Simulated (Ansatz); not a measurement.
# YSe: response to strain

Aim: deform YSe (equal xy, yz and zx engineering shear strains of -1 %) and compute stress, forces and field gradients with LAPW, PAW and all-electron datasets made for the crystal.

Method: DFT LDA, scalar-relativistic, in Ansatz 0.2.0.

## (1) The system as given

It takes space group Fm-3m (No. 225, cubic). The conventional cell has a = 5.750 Å, b = 5.750 Å, c = 5.750 Å, α = 90.00°, β = 90.00°, γ = 90.00°. Around Y (site symmetry m-3m) lie 6 Se at 2.88 Å. Se (site symmetry m-3m) is surrounded by 6 Y at 2.88 Å.

Coordinates:

```
Y Se
1.0
     0.00000    2.87500    2.87500
     2.87500    0.00000    2.87500
     2.87500    2.87500    0.00000
Y Se
1 1
Cartesian
  0.0000 0.0000 0.0000
  2.8750 2.8750 2.8750
```

Atoms are numbered in the order of the input: Y1, Se2.

## (2) After the deformation

Space group Fm-3m before, R-3m after.

## (3) LAPW, all electrons

Contents of input.yaml:

```yaml
crystal:
  lattice:
    - [-0.02875, 2.860625, 2.860625]
    - [2.860625, -0.02875, 2.860625]
    - [2.860625, 2.860625, -0.02875]
  atoms:
    - { symbol: "Y", position: [0.0, 0.0, 0.0] }
    - { symbol: Se, position: [0.5, 0.5, 0.5] }
kpoints:
  mp_grid: { grid: [7, 7, 7] }
  band_path:
    path:
      - [0.0, 0.0, 0.0]
      - [0.5, 0.5, 0.5]
      - [0.2525443832, 0.5, 0.7474556168]
      - [-0.2525443832, 0.2525443832, 0.5]
      - [0.0, 0.0, 0.5]
      - [0.0, 0.0, 0.0]
      - [-0.3762721916, 0.0, 0.3762721916]
      - [0.0, 0.3762721916, 0.6237278084]
      - [0.0, 0.5, 0.5]
    npoints: 5
scf:
  occupations: { method: fermi_dirac, width: 0.03 }
hamiltonian:
  xc: lda
  pseudopotentials: { kind: all_electron, lapw: { basis_error: 0.00025 } }
output:
  forces: true
  stress: true
  eigenvalues: true
```

On the command line:

```
ansatz run input.yaml --threads 1 --pin off --max-ram 3072MiB --backend cpu --events-out ev --progress --plain --runs-dir out
```

## (4) Frozen-core PAW

Contents of input.yaml:

```yaml
crystal:
  lattice:
    - [-0.02875, 2.860625, 2.860625]
    - [2.860625, -0.02875, 2.860625]
    - [2.860625, 2.860625, -0.02875]
  atoms:
    - { symbol: "Y", position: [0.0, 0.0, 0.0] }
    - { symbol: Se, position: [0.5, 0.5, 0.5] }
kpoints:
  mp_grid: { grid: [7, 7, 7] }
scf:
  occupations: { method: fermi_dirac, width: 0.03 }
hamiltonian:
  xc: lda
  pseudopotentials: { kind: paw }
output:
  forces: true
  stress: true
  eigenvalues: true
  efg: { contact_densities: true }
```

## (5) Datasets made for this crystal

Changes to input.yaml since step 4:

```diff
@@ -14,3 +14,3 @@
   xc: lda
-  pseudopotentials: { kind: paw }
+  pseudopotentials: { kind: all_electron, datasets: crystal }
 output:
```

(Steps that only read results are left out.)

Q: Predict the outcome of this session. Wanted: pressure; largest shear or deviatoric stress.

As calculated:

| quantity | value |
| --- | --- |
| pressure | LAPW -4.63, PAW -4.64, crystal datasets -4.64 GPa |
| largest shear or deviatoric stress (LAPW) | 0.06 GPa |

In words: The largest part of the stress beyond the pressure is 0.06 GPa in size; the atoms are carried along and not relaxed. No run of the undeformed cell stands beside it, so the pressure holds what the given cell had before the change. PAW: stress within 0.01 GPa of LAPW. Crystal datasets: stress within 0.01 GPa of LAPW.
